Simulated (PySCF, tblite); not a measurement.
# C₆H₆F radical: geometry, infrared bands and EPR parameters

Wanted: the infrared bands and EPR parameters of C₆H₆F radical (`CC1=C(F)C[C]=C1`), by calculation.

Programs: tblite 0.8.0 and PySCF 2.14.0, with density-fitted response routines of our own. Each step states its level of theory. These are calculated values for one molecule in the gas phase, unless marked as measured. Atoms are numbered from 0 throughout.

## 1. Starting geometry

13 atoms, charge 0, multiplicity 2; geometry from: force field or distance geometry start.

Bonds of the start (Å): C0–C1 1.50, C1–C2 1.35, C2–F3 1.33, C2–C4 1.53, C4–C5 1.46, C5–C6 1.30, C6–C1 1.45, C0–H7 1.09, C0–H8 1.09, C0–H9 1.09, C4–H10 1.09, C4–H11 1.10, C6–H12 1.07.

## 2. Optimising the geometry with GFN2-xTB

What the job is given:

```
{"job": {"kind": "relax", "xc": "GFN2-xTB", "basis": "xTB"}, "charge": 0, "multiplicity": 2}
C      1.899700    -0.045600    -0.151500
C      0.414700     0.094600    -0.045300
C     -0.502300    -0.885100     0.048300
F     -0.227600    -2.187100     0.023500
C     -1.915800    -0.322900     0.158900
C     -1.525200     1.087500     0.107500
C     -0.258400     1.373400     0.004900
H      2.255700     0.430300    -1.068700
H      2.203100    -1.096800    -0.166000
H      2.384900     0.437300     0.701800
H     -2.390700    -0.609700     1.091900
H     -2.532900    -0.624100    -0.698900
H      0.190400     2.348700    -0.024200
```

The run is started by

```
OMP_NUM_THREADS=1 python probes_run.py task.json out
```

The driver reads the jobs from task.json and runs them one after another.

**Question.** This job is followed by: GFN2-xTB harmonic vibrations, gas phase; UKS B3LYP, pcH-1 on C F H, non-relativistic, mean-field spin-orbit, GIAO. What will the session give for the following? strongest single infrared mode (GFN2-xTB); zero-point energy (GFN2-xTB); g(iso) (B3LYP); ⟨S²⟩; largest a(iso) (averaged by class); potential on the surface of density 0.002 e/bohr³, 1st and 99th percentile.

As calculated:

| quantity | value |
| --- | --- |
| strongest single infrared mode (GFN2-xTB) | 1280 cm⁻¹, 78 km/mol |
| zero-point energy (GFN2-xTB) | 61.3 kcal/mol |
| g(iso) (B3LYP) | 2.00206 |
| ⟨S²⟩ | 0.765 (exact 0.75) |
| largest a(iso) (averaged by class) | 13C on C5, 465.5 MHz |
| potential on the surface of density 0.002 e/bohr³, 1st and 99th percentile | -0.71 V and 1.00 V |

Over 21 steps the energy fell by 0.109 eV; of the close pairs, C1–C6 changed most, 1.446 to 1.477 Å. No mode is imaginary among the 33: a minimum at this level. The strongest single mode, at 1280 cm⁻¹, is spread over many atoms; the largest shares are those of C1, C2. Unscaled tight-binding wavenumbers are off by several per cent, some by more. Its intensities can rank the bands wrongly. C5 carries the largest spin population, 1.03 e. The isotropic g lies 0.3 ppt below the free-electron value. The conformer search found further structures of the same energy, which may be mirror or relabelled copies of this one.
